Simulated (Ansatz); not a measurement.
# BH6O2P: the cost of one run

All numbers below are computed with Ansatz 0.2.0 (RKS PBE0/def2-SVP).

## Step 1: Starting point

Bond lengths: B1–O3 1.353 Å, B1–O4 1.347 Å, B1–P6 2.227 Å, O3–H7 0.954 Å, O4–H8 0.960 Å, P6–H9 1.418 Å, P6–H10 1.382 Å. Angles: B1–O3–H7 118.7°, O3–B1–O4 120.6°, O3–B1–P6 120.9°, O4–B1–P6 116.5°, B1–O4–H8 115.6°, B1–P6–H9 118.8°, B1–P6–H10 89.0°, H9–P6–H10 90.5°.

As a file:

```xyz
10

B     0.3564    0.4787    0.2431
H    -0.9875    0.7487   -0.4254
O     1.3104    1.2240   -0.3613
O     0.0868    0.6408    1.5532
H    -1.4666    0.0902   -0.9627
P    -0.4144   -1.3816   -0.7088
H     1.5623    1.0078   -1.2562
H     0.5304    1.3776    1.9797
H     0.2512   -2.6073   -0.4518
H    -1.2289   -1.5788    0.3901
```

## Step 2: Pulling towards end A

Springs on the bonds that form and break draw the guess towards this end; the thresholds are loose.

Input file input.yaml:

```yaml
crystal:
  periodic: [false, false, false]
  atoms:
    - { symbol: B, position_ang: [0.3564, 0.4787, 0.2431] }
    - { symbol: H, position_ang: [-0.9875, 0.7487, -0.4254] }
    - { symbol: O, position_ang: [1.3104, 1.224, -0.3613] }
    - { symbol: O, position_ang: [0.0868, 0.6408, 1.5532] }
    - { symbol: H, position_ang: [-1.4666, 0.0902, -0.9627] }
    - { symbol: P, position_ang: [-0.4144, -1.3816, -0.7088] }
    - { symbol: H, position_ang: [1.5623, 1.0078, -1.2562] }
    - { symbol: H, position_ang: [0.5304, 1.3776, 1.9797] }
    - { symbol: H, position_ang: [0.2512, -2.6073, -0.4518] }
    - { symbol: H, position_ang: [-1.2289, -1.5788, 0.3901] }
basis:
  gaussian: { orbitals: def2-SVP }
hamiltonian:
  xc: pbe0
relax:
  f_tol: 0.15
  max_steps: 25
  restrain:
    - { distance: [0, 5], at: 3.21, k: 30.0 }
    - { distance: [4, 1], at: 1.92, k: 30.0 }
    - { distance: [0, 1], at: 1.15, k: 30.0 }
    - { distance: [4, 5], at: 1.38, k: 30.0 }
output:
  orbitals: {}
```

Run with:

```
> ansatz run input.yaml --threads 2 --pin off --max-ram 3072MiB --backend cpu --events-out ev --progress --plain --runs-dir out
```

Q: Estimate wall time and peak memory on 2 threads of Arm Neoverse N1, shared host.

About 44 s, with a peak of 0.17 GiB.
